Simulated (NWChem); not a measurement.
**CH6Ge (methyl germane): MP2/SBKJC-VDZ (core potential)**

What is the vertical ionisation energy of CH6Ge (methyl germane) at MP2/SBKJC-VDZ (core potential)? 

The results are computed with NWChem 7.3.0.

### Step 1. Starting point

The species is CH6Ge (8 atoms), meant as a singlet with charge 0. As SMILES, `[CH3][GeH3]`. The shape is that of a PBE0-D4/def2-TZVP optimisation.

Bond lengths: C1–Ge2 1.953 Å, C1–H3 1.090 Å, C1–H4 1.090 Å, C1–H5 1.091 Å, Ge2–H6 1.539 Å, Ge2–H7 1.539 Å, Ge2–H8 1.539 Å. Some angles: C1–Ge2–H6 110.4°, C1–Ge2–H7 110.4°, C1–Ge2–H8 110.4°, Ge2–C1–H3 110.3°, Ge2–C1–H4 110.3°, Ge2–C1–H5 110.3°, H6–Ge2–H7 108.5°, H6–Ge2–H8 108.5°, H7–Ge2–H8 108.5°, H3–C1–H4 108.6°.

### Step 2. A single-point energy at MP2/SBKJC-VDZ (core potential)

The input, ch6ge.xyz:

```xyz
8

C     -0.310900     0.190300    -0.971400
Ge     0.296900    -0.181900     0.846700
H     -1.380100     0.404200    -0.976500
H      0.218800     1.052200    -1.378400
H     -0.124600    -0.669400    -1.616000
H      0.030700     1.028200     1.760100
H      1.807100    -0.479600     0.857700
H     -0.445700    -1.401200     1.422100
```

The input, ch6ge.nw:

```
start ch6ge
memory stack 880 mb heap 220 mb global 1100 mb

geometry noautosym nocenter noautoz
 load format xyz ch6ge.xyz
end

basis spherical bse
 * library SBKJC-VDZ
end

ecp bse
 C library SBKJC-VDZ
 Ge library SBKJC-VDZ
end

scf
 singlet
 rhf
 thresh 1e-08
 maxiter 80
 noprint "final vectors analysis"
end

mp2
 tight
end

task mp2
```

Launch:

```console
$ nwchem ch6ge.nw > ch6ge.out
```

What it wrote:

```text
[...]
  functions       =    28
[...]
  wavefunction    = RHF
[...]
         Total SCF energy =    -12.615627951546
      One-electron energy =    -60.865214228703
      Two-electron energy =     26.302269942360
 Nuclear repulsion energy =     21.947316334797
        Time for solution =      0.4s
[...]
          Total MP2 energy           -12.751991683101
[...]
```

Wall time 1.2 s (1 thread of AMD EPYC 7R13 (Zen 3), shared host); peak memory 0.1 GiB.

### Step 3. The doublet cation, same level

The input, mymol.nw:

```
start mymol
title "CH6Ge"
memory stack 880 mb heap 220 mb global 1100 mb
charge 1

geometry units angstroms noautosym nocenter noautoz
 C       -0.310900       0.190300      -0.971400
 Ge       0.296900      -0.181900       0.846700
 H       -1.380100       0.404200      -0.976500
 H        0.218800       1.052200      -1.378400
 H       -0.124600      -0.669400      -1.616000
 H        0.030700       1.028200       1.760100
 H        1.807100      -0.479600       0.857700
 H       -0.445700      -1.401200       1.422100
end

basis "ao basis" spherical bse
 C library SBKJC-VDZ
 Ge library SBKJC-VDZ
 H library SBKJC-VDZ
end

ecp bse
 C library SBKJC-VDZ
 Ge library SBKJC-VDZ
end

scf
 doublet
 uhf
 thresh 1e-08
 maxiter 80
 print low
end

mp2
 tight
end

task mp2
```

Launch:

```console
$ nwchem mymol.nw > mymol.out
```

What it wrote:

```text
[...]
  functions       =    28
[...]
  wavefunction    = UHF
[...]
         Total SCF energy =    -12.231598583509
      One electron energy =    -57.068583268854
      Two electron energy =     22.889668350548
 Nuclear repulsion energy =     21.947316334797
                       Sz =      0.5000
                 Sz(Sz+1) =      0.7500
                      S^2 =      0.7571
[...]
          Total MP2 energy           -12.349978176565
[...]
```

Run time: 3.9 s. Hardware: 1 thread of AMD EPYC 7R13 (Zen 3), shared host; peak memory 0.098 GiB.

### Step 4. Outcome

At MP2/SBKJC-VDZ (core potential):

| quantity | value |
| --- | --- |
| singlet CH6Ge: total energy | -12.75199 Eh |
| singlet CH6Ge: correlation energy | -136.4 mEh |
| doublet cation: total energy | -12.34998 Eh |
| doublet cation: correlation energy | -118.4 mEh |
| doublet cation: ⟨S²⟩ of the reference determinant | 0.757 |
| vertical ionisation energy (to the doublet cation) | 10.939 eV |

What this shows: Removing an electron at fixed nuclei costs 10.94 eV (252 kcal/mol).
